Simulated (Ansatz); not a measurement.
# Br− with H₂O₂: structure and interaction energy

The task here is to estimate one member of a computed series from the others.

Computed with Ansatz 0.2.0, Gaussian basis. Level: PBE0-D4 structure, single points in def2-TZVPPD.

Levels: PBE-D4, revPBE-D4, BLYP-D4, r2SCAN-D4, B97M-V, PBE0-D4, B3LYP-D4, HSE06-D4, wB97X-V, wB97M-V, B2PLYP, Hartree-Fock, MP2, CCSD, CCSD(T). The reference is CCSD(T) extrapolated to the basis limit. For elements past Ar these valence bases correlate outer-core shells poorly and lack relativity, so that limit is rough.

Correlated methods freeze the cores. Filled d shells of the heavier atoms are correlated. B3LYP uses VWN-RPA correlation. B2PLYP carries no dispersion term here.

163 further runs of the same task are left out: 163 set aside as unsound or not needed.

## Where the work starts

The pair, from a GFN2-xTB docking trial: 5 atoms, charge -1, spin multiplicity 1.

Atoms are counted from 1 here; the program's logs count them from 0.

Bond lengths: O2–O3 1.427 Å, O2–H4 0.987 Å, O3–H5 0.984 Å. Angles: O3–O2–H4 101.6°, O2–O3–H5 101.5°.

As a file:

```xyz
5
charge -1, multiplicity 1
Br    0.0511    0.6885   -1.9748
O    -0.7037   -0.1263    1.0060
O     0.6576   -0.5403    0.8915
H    -0.8722    0.2501    0.1093
H     0.8671   -0.2721   -0.0320
```

Atoms 1 to 1 are fragment A (Br−), the rest fragment B (H₂O₂).

The first run:

pre/in.yaml reads:

```yaml
crystal:
  periodic: [false, false, false]
  atoms:
    - {symbol: Br, position_ang: [0.051100, 0.688500, -1.974800]}
    - {symbol: O, position_ang: [-0.703700, -0.126300, 1.006000]}
    - {symbol: O, position_ang: [0.657600, -0.540300, 0.891500]}
    - {symbol: H, position_ang: [-0.872200, 0.250100, 0.109300]}
    - {symbol: H, position_ang: [0.867100, -0.272100, -0.032000]}
basis:
  gaussian: {orbitals: def2-SVPD}
total_charge: -1
hamiltonian: {xc: pbe, dispersion: d4}
relax: {f_tol: 0.03, max_steps: 250}
```

Run with:

```bash
$ ansatz run in.yaml --threads 2 --pin off --events-out ev --progress --plain --max-ram 5222MiB
```

Among the steps run: A first relaxation in a small basis; Relaxation at PBE0-D4; wB97X-V/def2-TZVPPD; wB97M-V/def2-TZVPPD; B2PLYP/def2-TZVPPD; B97M-V/def2-TZVPPD; CCSD(T)/def2-TZVPPD; MP2/def2-QZVPPD; Hartree-Fock/STO-3G; SPW92/def2-SVP; wB97M-V/def2-SVP; CCSD(T)/def2-SVP; Vibrations of the pair.

One of the session's tables, all rows but one given; the rest of the session is left out.

| method | interaction (kJ/mol) |
| --- | --- |
| PBE-D4 | ? |
| revPBE-D4 | -119.98 |
| BLYP-D4 | -119.34 |
| r2SCAN-D4 | -125.07 |
| B97M-V | -118.02 |
| PBE0-D4 | -125.23 |
| B3LYP-D4 | -121.08 |
| HSE06-D4 | -125.12 |
| wB97X-V | -120.87 |
| wB97M-V | -120.63 |
| B2PLYP | -116.10 |
| Hartree-Fock | -98.50 |
| MP2 | -118.22 |
| CCSD | -111.79 |
| CCSD(T) | -114.89 |
| CCSD(T)/CBS | -121.89 |

Estimate the missing values for PBE-D4.

As computed: interaction (kJ/mol): -126.07. In the column «interaction (kJ/mol)» it is the lowest.
